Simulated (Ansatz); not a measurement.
Runs of Ansatz 0.2.0 on LiY3. It takes space group Fm-3m (No. 225, cubic). Conventional cell: a = 7.800 Å, b = 7.800 Å, c = 7.800 Å, α = 90.00°, β = 90.00°, γ = 90.00°. Y (site symmetry m-3m) is surrounded by 8 Y at 3.38 Å. Y (site symmetry -43m) has 4 Li at 3.38 Å and 4 Y at 3.38 Å as nearest neighbours. Around Li (site symmetry m-3m) lie 8 Y at 3.38 Å. The cell comes from a database or a generator and needn't be the stable form of this composition.

| task | level | potentials or basis | cell | cutoff (eV) | gap on the mesh (eV) | pressure (GPa) | relaxed volume (Å³/atom) |
| --- | --- | --- | --- | --- | --- | --- | --- |
| relaxation of cell and atoms | PBE+D3(BJ) | Ansatz PAW | relaxed | 420 | none | 0.0 | 28.24 |
| single point | PBE | Ansatz NC | as given | 1034 | none | 0.0 | - |
| single point | PBE | JTH PAW | as given | 1170 | none | 0.0 | - |
| single point | PBE | PseudoDojo standard (PBE files) | as given | 1007 | none | 0.0 | - |
| relaxation of cell and atoms | PBE+D4 | Ansatz PAW | relaxed | 420 | none | 0.0 | 28.83 |
| relaxation of cell and atoms | PBE+D3(BJ)-ATM | Ansatz PAW | relaxed | 420 | none | 0.0 | (a) |
| single point | PBE | SPMS NC | as given | 707 | none | 0.0 | - |
| single point | PBE | Ansatz PAW earlier set | as given | 780 | none | 0.0 | - |

Alike in all rows: no spin polarisation; k mesh 6 × 6 × 6; smearing fermi-dirac 0.05 eV.

Fill in the values left out.

(a) 28.40.

Caveats: the plane-wave basis is chosen anew once the cell has moved, so the energies of steps on either side of that aren't comparable (some runs); pairwise dispersion overbinds metals, which lowers pressure and volume (some runs).

A k mesh can miss the band edges, and the runs leave out spin-orbit coupling on Y.

A gap of «none» marks a metal or a gap under the smearing width.
